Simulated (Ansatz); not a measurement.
Wanted: the native input for an Ansatz 0.2.0 run.

- Task: density of states
- Functional: PBEsol
- Potentials or basis: all-electron PAW datasets made for the crystal
- Cutoff: 240 eV (chosen from the basis error)
- k mesh: 7 × 7 × 7
- Occupations: fermi-dirac, width 0.05 eV
- Spin: no spin polarisation

Crystal: BiTe.

```xyz
2
Lattice="2.4227 1.3988 3.3173 -2.4227 1.3988 3.3173 0.0000 -2.7975 3.3173" Properties=species:S:1:pos:R:3 pbc="T T T"
Bi    0.0000    0.0000    4.9759
Te    0.0000    0.0000    0.0000
```

The cell comes from a database or a generator and needn't be the stable form of this composition.

One way to write it, as run:

input.yaml

```yaml
crystal:
  lattice:
    - [2.4227077728, 1.3987509848, 3.3172919545]
    - [-2.4227077728, 1.3987509848, 3.3172919545]
    - [0.0, -2.7975019696, 3.3172919545]
  atoms:
    - { symbol: Bi, position: [0.5, 0.5, 0.5] }
    - { symbol: Te, position: [0.0, 0.0, 0.0] }
kpoints:
  mp_grid: { grid: [7, 7, 7] }
scf:
  occupations: { method: fermi_dirac, width: 0.05 }
hamiltonian:
  xc: pbesol
  pseudopotentials: { kind: all_electron, datasets: crystal }
output:
  forces: true
  stress: true
  eigenvalues: true
  dos: { projected: false, de: 0.1, e_range: [-14, 8] }
```

Potentials or basis: all-electron PAW datasets made for the crystal.

Command:

```bash
$ ansatz run input.yaml --threads 1 --pin off --max-ram 3072MiB --backend cpu --events-out ev --progress --plain --runs-dir out
```

It gave:

```json
{"Pressure": "-2.3 GPa", "Band gap on the k mesh": "none (metal or under the smearing width)"}
```

Caveat: the program warned that the printed levels may be off, so bands, gaps and densities of states are rough; spin-orbit coupling is left out, which moves the levels of the heavy elements.

Wall time 6.8 s on 1 thread of Arm Neoverse V1, with other jobs on the host, peak memory 0.49 GiB.
